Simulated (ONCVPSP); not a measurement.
# Pseudopotential generation for selenium: ONCV, PBE

Aim: build the potential from the settings below, then test how well it stands in for the atom: other configurations, scattering, ghost states and the plane-wave cutoff that it needs.

Program: ONCVPSP 4.0.1.1 (patched build). Reference atom: PBE, scalar-relativistic, spherical and spin-unpolarised. All values are calculated.

### Step 1. Starting point

Typed settings, in words:

```
element                 : selenium (Se, Z = 34)
type                    : optimised norm-conserving Vanderbilt (ONCV)
frozen core             : [Ar] 3d10
valence charge          : 6
reference configuration : 4s2 4p4
partial waves           : 4s: rc 1.55 bohr, ncon 4, nbas 9, qcut 3.8 1/bohr, 2 projectors, debl 0.4 Ha; 4p: rc 1.70 bohr, ncon 4, nbas 7, qcut 4.7 1/bohr, 3 projectors, debl 3.6 Ha; d scattering state at 0.04 Ha: rc 1.70 bohr, ncon 3, nbas 6, qcut 5.9 1/bohr, 3 projectors, debl 0.3 Ha
local potential         : polynomial inside 1.20 bohr (lpopt 5, dvloc0 3 Ha)
core correction         : not asked for
```

The outer shells as boxes (Hund's rule for the drawing; the calculation is spin-unpolarised):

```
[Ar] core
3d [↑↓][↑↓][↑↓][↑↓][↑↓]
4s [↑↓]
4p [↑↓][↑ ][↑ ]
```

The nodes and maxima of the atom's own shells, from an earlier all-electron run, set the scale for the radii.

All-electron outer shells of the reference configuration (PBE, scalar-relativistic, ld1.x):

| shell | level (eV) | outermost node (bohr) | outermost maximum (bohr) |
| --- | --- | --- | --- |
| 3p | -152.98 | 0.21 | 0.50 |
| 3d | -53.12 | – | 0.45 |
| 4s | -17.29 | 0.70 | 1.51 |
| 4p | -6.51 | 0.74 | 1.82 |

### Step 2. Generation

Se.dat

```
# ATOM AND REFERENCE CONFIGURATION
# atsym  z   nc   nv     iexc    psfile
  Se 34.00    6    2        4      upf
#
#   n    l    f
    1    0    2.00
    2    0    2.00
    2    1    6.00
    3    0    2.00
    3    1    6.00
    3    2   10.00
    4    0    2.00
    4    1    4.00
#
# PSEUDOPOTENTIAL AND OPTIMIZATION
# lmax
    2
#
#   l,   rc,      ep,       ncon, nbas, qcut
    0    1.55    0.00    4    9    3.80
    1    1.70    0.00    4    7    4.70
    2    1.70    0.04    3    6    5.90
#
# LOCAL POTENTIAL
# lloc, lpopt,  rc(5),   dvloc0
    4    5    1.20    3.00
#
# VANDERBILT-KLEINMAN-BYLANDER PROJECTORs
# l, nproj, debl
    0    2    0.40
    1    3    3.60
    2    3    0.30
#
# MODEL CORE CHARGE
# icmod, fcfact, rcfact
    0    0.00    0.00
#
# LOG DERIVATIVE ANALYSIS
# epsh1, epsh2, depsh
   -2.00    5.00    0.02
#
# OUTPUT GRID
# rlmax, drl
    6.00    0.01
#
# TEST CONFIGURATIONS
# ncnf
    4
# nvcnf
#   n    l    f
    2
    4    0    2.00
    4    1    3.00
#
    2
    4    0    2.00
    4    1    2.00
#
    2
    4    0    2.00
    4    1    1.00
#
    2
    4    0    2.00
    4    1    3.50
#
```

Command:

```bash
$ oncvpsp.x < Se.dat > Se.out
```

What does the calculation give? Wanted: cutoffs for 1 and 0.1 mHa per electron, occupied waves; bound ghosts; GHOST(+) flags; largest test error; largest phase difference near zero energy, channels read; projector energies reset by the program.

The runs gave:

```
                                                quantity                                  value
  cutoffs for 1 and 0.1 mHa per electron, occupied waves                        46 Ha and 94 Ha
                                            bound ghosts                         d at -51.50 eV
                                          GHOST(+) flags  s at 124 eV, p at 352 eV, d at 164 eV
                            largest test error (AE − PS)                   -57 meV, for 4s2 4p1
largest phase difference near zero energy, channels read                              0.001 rad
                 projector energies reset by the program                    s: -0.635, 0.250 Ha
```

**Reading.** A bound ghost (d) makes it unfit for use: electrons can fall into a state that the atom doesn't have. Close by lies the frozen 3d level (-53.1 eV). The worst unpolarised test, 4s2 4p1, is off by 57 meV on 62.1 eV; by total energies transferability rates as fair. That test lies far up in energy; among those under 40 eV, nearer to bonding, the largest error is 23 meV. It counts as hard, with 46 Ha needed at the looser tolerance. At the looser tolerance the 4s wave is the slowest; 4p needs 10 Ha. Near zero energy the phases of the channels with partial waves agree within 0.001 rad. The program also flags highly localised states, GHOST(+) (s, p, d). These are tests on the free atom; a crystal test is still owed.
